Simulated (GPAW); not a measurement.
TaN:

```
CELL_PARAMETERS angstrom
0.00000 2.17900 2.17900
2.17900 0.00000 2.17900
2.17900 2.17900 0.00000
ATOMIC_POSITIONS crystal
Ta 0.50000 0.50000 0.50000
N 0.00000 0.00000 0.00000
```

Base run:

| Item | Value |
| --- | --- |
| Program | GPAW 26.7.0 |
| Functional | PBE |
| Potentials or basis | GPAW PAW data sets (gpaw-data 1.2.1) |
| Cutoff | 600 eV |
| Basis | pw |
| k mesh | 7 × 7 × 7 |
| Occupations | gaussian, width 0.05 eV |
| Spin | collinear spin, ferromagnetic start |
| Starting moments | [2.0, 0.0] μB |
| Hubbard terms | Ta d U = 4 eV |

Its results: band gap on the k mesh none (metal or under the smearing width); pressure 19.4 GPa; net moment 0.15 μB per cell; site moments Ta +0.11; N +0.00 μB.

Question: The run is repeated on the same cell with these changes: hubbard terms from Ta d U = 4 eV to Ta d U = 9 eV. What comes out?

Answer: Band gap on the k mesh none (metal or under the smearing width); pressure 83.2 GPa; net moment 2.00 μB per cell; site moments Ta +2.27; N -0.21 μB.

Caveats: the cutoff is short for stress and forces, so pressures can be off by a GPa or more; a pressure of tens of GPa on the cell as given is suspect, and the run, the potentials or the cell itself is likely at fault (some runs).
